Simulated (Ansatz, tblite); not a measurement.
# Sn3Me8 (C8H24Sn3): one state, many levels

One table from this session's results is given with a row withheld; the runs are named, their logs left out.

Computed with Ansatz 0.2.0, Gaussian basis. Level: as each input shows.

Levels to be run: GFN1-xTB, GFN2-xTB, PBE-D4/def2-SVP, r2SCAN-D4/def2-SVP, MP2/def2-SVP, RPA/def2-SVP.

6 further runs of the same task are left out: 3 that didn't finish, 3 set aside as unsound or not needed.

### The geometry

The geometry is that of the singlet, from an earlier relaxation (PBE-D4/def2-SVP).

35 atoms, charge 0, spin multiplicity 1.

Bond lengths: Sn1–C2 2.189 Å, Sn1–C3 2.187 Å, Sn1–C4 2.187 Å, Sn1–Sn5 2.813 Å, C2–H12 1.108 Å, C2–H13 1.107 Å, C2–H14 1.107 Å, C3–H15 1.108 Å, C3–H16 1.107 Å, C3–H17 1.108 Å, C4–H18 1.109 Å, C4–H19 1.107 Å, C4–H20 1.108 Å, Sn5–C6 2.194 Å, Sn5–C7 2.195 Å, Sn5–Sn8 2.816 Å, C6–H21 1.107 Å, C6–H22 1.108 Å and more. Angles: C2–Sn1–C3 107.9°, C2–Sn1–C4 107.6°, C2–Sn1–Sn5 112.5°, C3–Sn1–C4 107.4°, C3–Sn1–Sn5 110.7°, C4–Sn1–Sn5 110.5°, Sn1–C2–H12 109.5°, Sn1–C2–H13 110.2°, Sn1–C2–H14 110.3°, H12–C2–H13 108.9°, H12–C2–H14 109.0°, H13–C2–H14 108.9°, Sn1–C3–H15 110.2°, Sn1–C3–H16 110.4°, Sn1–C3–H17 109.6°, H15–C3–H16 108.8°, H15–C3–H17 108.9°, H16–C3–H17 108.9° and more.

Coordinates:

```xyz
35
charge 0, multiplicity 1
Sn   -0.3477    0.1466   -2.3126
C     0.7384   -0.3973   -4.1332
C    -2.3825   -0.6348   -2.4861
C    -0.4887    2.3278   -2.2542
Sn    0.8972   -0.8243    0.0162
C     0.7088   -3.0073    0.1340
C     3.0501   -0.4044   -0.0535
Sn   -0.2326    0.3728    2.3008
C     1.2917    0.9470    3.7609
C    -1.3252    2.1820    1.7352
C    -1.6504   -0.9606    3.2971
H     0.2298    0.0440   -5.0134
H     1.7763   -0.0136   -4.0882
H     0.7680   -1.4982   -4.2483
H    -2.9849   -0.3328   -1.6071
H    -2.3672   -1.7402   -2.5463
H    -2.8585   -0.2320   -3.4022
H    -1.0095    2.6897   -3.1634
H    -1.0567    2.6497   -1.3599
H     0.5227    2.7778   -2.2178
H     1.1713   -3.4724   -0.7584
H     1.2236   -3.3777    1.0419
H    -0.3583   -3.2976    0.1810
H     3.2284    0.6860   -0.1185
H     3.4985   -0.8969   -0.9384
H     3.5350   -0.7946    0.8625
H     2.0239    1.6365    3.2980
H     1.8281    0.0506    4.1278
H     0.8112    1.4558    4.6200
H    -0.6398    2.9123    1.2629
H    -2.1286    1.9301    1.0152
H    -1.7808    2.6451    2.6331
H    -2.0722   -0.4547    4.1882
H    -2.4771   -1.2239    2.6090
H    -1.1424   -1.8906    3.6177
```

Sn takes a core potential in the def2 sets. No spin-orbit coupling is included.

PBE0-D4/def2-SVP was run before; its log isn't repeated, and its numbers join the tables.

Set-up of the first run:

Tight binding, by tblite at 300 K electronic temperature and without a spin-polarisation term:

```python
tblite.interface.Calculator('GFN1-xTB', numbers, positions, charge=0, uhf=0).singlepoint()
```

Tight binding, by tblite at 300 K electronic temperature and without a spin-polarisation term:

```python
tblite.interface.Calculator('GFN2-xTB', numbers, positions, charge=0, uhf=0).singlepoint()
```

start.molden holds the orbitals of an earlier run on this state, given as this run's starting guess.

The input, in.yaml:

```yaml
crystal:
  periodic: [false, false, false]
  atoms:
    - {symbol: Sn, position_ang: [-0.347680, 0.146571, -2.312569]}
    - {symbol: C, position_ang: [0.738423, -0.397340, -4.133164]}
    - {symbol: C, position_ang: [-2.382474, -0.634827, -2.486129]}
    - {symbol: C, position_ang: [-0.488707, 2.327841, -2.254242]}
    - {symbol: Sn, position_ang: [0.897215, -0.824308, 0.016179]}
    - {symbol: C, position_ang: [0.708787, -3.007337, 0.133979]}
    - {symbol: C, position_ang: [3.050125, -0.404432, -0.053548]}
    - {symbol: Sn, position_ang: [-0.232605, 0.372792, 2.300753]}
    - {symbol: C, position_ang: [1.291708, 0.947017, 3.760916]}
    - {symbol: C, position_ang: [-1.325214, 2.181998, 1.735156]}
    - {symbol: C, position_ang: [-1.650370, -0.960592, 3.297146]}
    - {symbol: H, position_ang: [0.229780, 0.044049, -5.013385]}
    - {symbol: H, position_ang: [1.776321, -0.013573, -4.088184]}
    - {symbol: H, position_ang: [0.767996, -1.498153, -4.248320]}
    - {symbol: H, position_ang: [-2.984879, -0.332803, -1.607140]}
    - {symbol: H, position_ang: [-2.367161, -1.740230, -2.546267]}
    - {symbol: H, position_ang: [-2.858535, -0.232021, -3.402165]}
    - {symbol: H, position_ang: [-1.009512, 2.689726, -3.163418]}
    - {symbol: H, position_ang: [-1.056749, 2.649666, -1.359934]}
    - {symbol: H, position_ang: [0.522744, 2.777766, -2.217843]}
    - {symbol: H, position_ang: [1.171327, -3.472391, -0.758381]}
    - {symbol: H, position_ang: [1.223617, -3.377653, 1.041931]}
    - {symbol: H, position_ang: [-0.358266, -3.297582, 0.181048]}
    - {symbol: H, position_ang: [3.228363, 0.686047, -0.118469]}
    - {symbol: H, position_ang: [3.498482, -0.896910, -0.938437]}
    - {symbol: H, position_ang: [3.534966, -0.794638, 0.862532]}
    - {symbol: H, position_ang: [2.023924, 1.636519, 3.297997]}
    - {symbol: H, position_ang: [1.828124, 0.050615, 4.127773]}
    - {symbol: H, position_ang: [0.811174, 1.455820, 4.620000]}
    - {symbol: H, position_ang: [-0.639821, 2.912294, 1.262902]}
    - {symbol: H, position_ang: [-2.128592, 1.930145, 1.015242]}
    - {symbol: H, position_ang: [-1.780797, 2.645134, 2.633126]}
    - {symbol: H, position_ang: [-2.072215, -0.454732, 4.188218]}
    - {symbol: H, position_ang: [-2.477050, -1.223850, 2.609007]}
    - {symbol: H, position_ang: [-1.142429, -1.890618, 3.617681]}
basis:
  gaussian: {orbitals: def2-SVP, initial_orbitals: start.molden}
hamiltonian: {xc: pbe, dispersion: d4}
scf: {omitted_lower_state_checks: [starts]}
output: {forces: true, orbitals: {seedname: orbitals}}
```

On the command line:

```bash
$ ansatz run in.yaml --threads 4 --pin off --events-out ev --progress --plain --max-ram 6963MiB
```

Among the steps run: PBE-D4/def2-SVP; r2SCAN-D4/def2-SVP; MP2/def2-SVP; RPA/def2-SVP.

One table of the session follows, with a row left open; its other results are not shown here.

It belongs to the step «Binding energy». 

| level | binding an atom (eV) |
| --- | --- |
| HF/def2-SVP | 2.784 |
| PBE-D4/def2-SVP | 3.743 |
| r2SCAN-D4/def2-SVP | 3.700 |
| PBE0-D4/def2-SVP | ? |
| MP2/def2-SVP | 3.528 |

Estimate the missing values for PBE0-D4/def2-SVP.

As computed: binding an atom (eV): 3.714. In the column «binding an atom (eV)» it lies between r2SCAN-D4/def2-SVP (3.700) and PBE-D4/def2-SVP (3.743).

Caveats from the session: Free atoms were run apart at each level; binding is atoms less cluster, divided by the number of atoms, without zero-point or spin-orbit terms.
